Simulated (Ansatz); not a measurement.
An input for Ansatz 0.2.0 (GaGe3):

Contents of input.yaml:

```yaml
crystal:
  lattice:
    - [4.278466, 0.0, 0.0]
    - [0.0, 4.278466, 0.0]
    - [0.0, 0.0, 4.278466]
  atoms:
    - { symbol: Ge, position: [0.5, 0.5, 0.0] }
    - { symbol: Ge, position: [0.5, 0.0, 0.5] }
    - { symbol: Ge, position: [0.0, 0.5, 0.5] }
    - { symbol: Ga, position: [0.0, 0.0, 0.0] }
hamiltonian:
  xc: pbesol
  pseudopotentials: { kind: paw }
kpoints:
  mp_grid: { grid: [6, 6, 6] }
scf:
  occupations: { method: fermi_dirac, width: 0.05 }
output:
  eigenvalues: true
dielectric:
  method: response
```

Potentials or basis: Ansatz PAW.

Run with:

```bash
$ ansatz run input.yaml --threads 2 --pin off --max-ram 5632MiB --backend cpu --events-out ev --progress --plain --runs-dir out
```

Task: What does the program do with it?

Result: The run stopped without a result. It printed:

Output:

```text
Error: inconsistent input (total_charge, dielectric): the neutral cell has an odd electron count (55.000), which no filling of whole bands holds here — the response to a homogeneous field is an insulator's; give the cell's own charge, if that leaves an even count, or lock an odd total moment (magnetization.spin_polarized: true, magnetization.spin_locking.lock_magnetization: hard, an odd magnetization.initial_magnetization), or remove dielectric
```
